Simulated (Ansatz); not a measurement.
# GeAsH3 (triplet): wave-function methods side by side, cc-pVTZ

The task here is to estimate one member of a computed series from the others.

The runs use Ansatz 0.2.0, Gaussian basis; cc-pVTZ, core rule «outside noble gas», up to 28 orbitals frozen.

The runs, in order: UHF; CCSD(T) on ROHF; CCSD(T) on UHF; BCCD(T) on ROHF; CCSDT(Q) on ROHF; CCSDT(Q) on UHF; CASSCF and NEVPT2, 12 electrons in 11 orbitals.

3 further runs of the same task are left out: 3 set aside as unsound or not needed.

### The geometry

The geometry is a PBE0/def2-TZVP stationary point (not a proven minimum) of the parent state, kept for this charge and spin. No spin-orbit coupling is included. The filled d shell of Ge, As may be among the frozen orbitals whatever the setting's name suggests; the logs give the count.

5 atoms, charge 0, spin multiplicity 3.

Atoms are counted from 1 here; the program's logs count them from 0.

Bond lengths: Ge1–As2 2.251 Å, Ge1–H3 1.846 Å, Ge1–H4 1.555 Å, Ge1–H5 1.555 Å, As2–H3 1.673 Å. Angles: As2–Ge1–H3 46.9°, As2–Ge1–H4 126.3°, As2–Ge1–H5 126.3°, H3–Ge1–H4 108.3°, H3–Ge1–H5 108.3°, H4–Ge1–H5 105.5°, Ge1–As2–H3 53.7°, Ge1–H3–As2 79.4°.

The first run:

Contents of in.yaml:

```yaml
crystal:
  periodic: [false, false, false]
  atoms:
    - {symbol: Ge, position_ang: [-0.018407, 0.000000, 1.115960]}
    - {symbol: As, position_ang: [-0.004730, 0.000000, -1.134971]}
    - {symbol: H, position_ang: [1.337856, 0.000000, -0.136995]}
    - {symbol: H, position_ang: [0.170146, 1.237454, 2.038120]}
    - {symbol: H, position_ang: [0.170145, -1.237455, 2.038119]}
basis:
  gaussian: {orbitals: cc-pVTZ}
magnetization: {spin_polarized: true, initial_magnetization: 2}
hamiltonian: {xc: hf}
output: {orbitals: {seedname: orbitals}}
```

Launch:

```console
ansatz run in.yaml --threads 1 --pin off --events-out ev --progress --plain --max-ram 2816MiB --backend cpu
```

Among the steps run: UHF; CCSD(T) on ROHF; CCSD(T) on UHF; BCCD(T) on ROHF; CCSDT(Q) on ROHF; CCSDT(Q) on UHF; CASSCF and NEVPT2, 12 electrons in 11 orbitals.

One of the session's tables, all rows but one given; the rest of the session is left out.

It belongs to the step «Misses and costs». 

```
        method  from UCCSDT(Q) (meV)
          ROHF               +7949.4
           UHF               +7658.5
          RMP2               +1327.3
          UMP2               +1421.0
         RCCSD                +396.9
         UCCSD                +381.4
      RCCSD(T)                 +63.1
      UCCSD(T)                     ?
       BCCD(T)                 +63.4
        RCCSDT                 +25.4
        UCCSDT                 +17.7
     RCCSDT(Q)                  +7.4
     UCCSDT(Q)                     0
CASSCF valence               +5772.7
NEVPT2 valence               +1335.1
```

Q: Estimate the row for UCCSD(T) from the others.

The run gave: from UCCSDT(Q) (meV): +60.7. In the column «from UCCSDT(Q) (meV)» it lies between RCCSDT (+25.4) and RCCSD(T) (+63.1).

Caveats from the session: Restricted and unrestricted rows rest on different reference determinants; where their highest levels disagree by more than a few hundredths of an eV, they describe different states and don't form one ladder.
